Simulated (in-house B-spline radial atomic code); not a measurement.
# Bi¹⁰⁺: ionisation energy by several methods

An exercise on one series of results from a longer session: the logs are not shown, and one member is left open.

The numbers are computed with in-house B-spline radial atomic code version 1 (non-relativistic, several functionals, spin-polarised; spherical all-electron atom at the radial basis limit), except any that are marked as measured or tabulated.

**What is computed**

* element: bismuth (Z = 83)
* charge: +10
* electrons: 73
* configuration: [Xe] 4f14 5d5
* nucleus: point

The outer shells:

[Xe] 4f14 5d5
```
[Xe] core
4f [↑↓][↑↓][↑↓][↑↓][↑↓][↑↓][↑↓]
5d [↑ ][↑ ][↑ ][↑ ][↑ ]
```

Where spins are not typed, each open shell is filled with up spins first.

The first run:

Settings of the run:

```ini
Z = 83
electrons = 73.0
configuration = [Xe] 4f14 5d5
hamiltonian = nr
method = tpss,tpss
spin_polarised = True
```

Steps of the session up to this table: TPSS; SCAN; AM05; Hartree-Fock; OLYP.

One of the session's tables, all rows but one given; the rest of the session is left out.

```
      method  ΔSCF (eV)
        AM05     189.83
        OLYP     190.59
        TPSS     190.03
        SCAN          ?
Hartree-Fock     189.97
```

**Question.** Estimate the row for SCAN.

As computed: ΔSCF (eV): 190.72. In the column «ΔSCF (eV)» it is the highest.

Caveats from the session: These runs leave out relativity, which matters at this nuclear charge.
